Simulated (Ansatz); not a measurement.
**C2H3Te radical: one species, many methods**

One table from this session's results is given with a row withheld; the runs are named, their logs left out.

Computed with Ansatz 0.2.0, Gaussian basis. Level: functionals in def2-TZVPP, the program's frozen cores in correlated methods.

The runs, in order: LDA (SPW92), PBE-D4, revPBE-D4, BLYP-D4, r2SCAN-D4, B97M-V, PBE0-D4, B3LYP-D4, r2SCANh-D4, r2SCAN0-D4, HSE06-D4, BHLYP-D4, CAM-B3LYP-D4, LC-ωPBE, ωB97X-V, ωB97M-V, B2PLYP, PBE-QIDH; CCSD(T)/def2-SVP; CCSD(T)/def2-TZVPP; MP2/def2-QZVPP; extrapolation to the limit; RPA on PBE.

**Structure used throughout**

An earlier PBE0-D4 in a triple-zeta def2 set relaxation fixed the geometry. Te takes the def2 core potential; no spin-orbit term is included.

SMILES `C=C[Te]`, 6 atoms, charge 0, spin multiplicity 2.

Atoms are counted from 1 here; the program's logs count them from 0.

Bond lengths: C1–C2 1.335 Å, C1–H4 1.084 Å, C1–H5 1.087 Å, C2–Te3 2.072 Å, C2–H6 1.085 Å. Angles: C2–C1–H4 121.8°, C2–C1–H5 120.9°, H4–C1–H5 117.3°, C1–C2–Te3 122.8°, C1–C2–H6 120.3°, Te3–C2–H6 116.9°.

The first run:

Input file in.yaml:

```yaml
crystal:
  periodic: [false, false, false]
  atoms:
    - {symbol: C, position_ang: [-0.421241, 0.153698, -0.624876]}
    - {symbol: C, position_ang: [0.285224, 0.088321, 0.506160]}
    - {symbol: Te, position_ang: [1.239860, -1.640370, 1.133501]}
    - {symbol: H, position_ang: [-0.532006, -0.704014, -1.279040]}
    - {symbol: H, position_ang: [-0.910327, 1.076914, -0.925558]}
    - {symbol: H, position_ang: [0.380689, 0.961451, 1.143513]}
basis:
  gaussian: {orbitals: def2-TZVPP}
magnetization: {spin_polarized: true, initial_magnetization: 1}
hamiltonian: {xc: lda}
output: {orbitals: {seedname: orbitals}}
```

Among the steps run: LDA; PBE-D4 (GGA); revPBE-D4 (GGA); BLYP-D4 (GGA); r2SCAN-D4 (meta-GGA); B97M-V (meta-GGA); PBE0-D4 (hybrid); B3LYP-D4 (hybrid); r2SCANh-D4 (hybrid); r2SCAN0-D4 (hybrid); HSE06-D4 (hybrid); BHLYP-D4 (hybrid); CAM-B3LYP-D4 (range-separated); LC-ωPBE-D4 (range-separated; the results give it without D4); ωB97X-V (range-separated); ωB97M-V (range-separated); B2PLYP (double hybrid); PBE-QIDH (double hybrid).

One of the session's tables, all rows but one given; the rest of the session is left out.

It belongs to the step «Frontier levels by functional». 

| functional | HOMO (eV) | LUMO (eV) | gap (eV) |
| --- | --- | --- | --- |
| LDA (SPW92) | -5.08 | -5.09 | -0.01 |
| PBE-D4 | -4.93 | -4.70 | 0.23 |
| revPBE-D4 | -4.88 | -4.57 | 0.30 |
| BLYP-D4 | -4.78 | -4.65 | 0.12 |
| r2SCAN-D4 | -5.15 | -4.39 | 0.75 |
| B97M-V | -5.13 | -4.51 | 0.62 |
| PBE0-D4 | -5.97 | -3.79 | 2.18 |
| B3LYP-D4 | -5.77 | -4.12 | 1.65 |
| r2SCANh-D4 | ? | ? | ? |
| r2SCAN0-D4 | -6.12 | -3.56 | 2.56 |
| HSE06-D4 | -5.58 | -4.16 | 1.42 |
| BHLYP-D4 | -6.87 | -2.88 | 3.99 |
| CAM-B3LYP-D4 | -7.24 | -2.80 | 4.43 |
| LC-ωPBE | -8.56 | -1.49 | 7.07 |
| ωB97X-V | -8.24 | -1.86 | 6.38 |
| ωB97M-V | -8.09 | -1.89 | 6.21 |

**Question.** Estimate the row for r2SCANh-D4.

Worked estimate for «HOMO (eV)». Against the share of exact exchange, r2SCAN-D4 (0, -5.15), r2SCAN0-D4 (0.25, -6.12) give a slope of -3.88 per unit share; at 0.1 the line stands at -5.54.

The run gave: HOMO (eV): -5.53; LUMO (eV): -4.06; gap (eV): 1.48. In «HOMO (eV)» the line misses by -0.01.

Limits of these values: A negative gap means that an empty level lies below a filled one: whole occupations of an open shell aren't an aufbau state there.
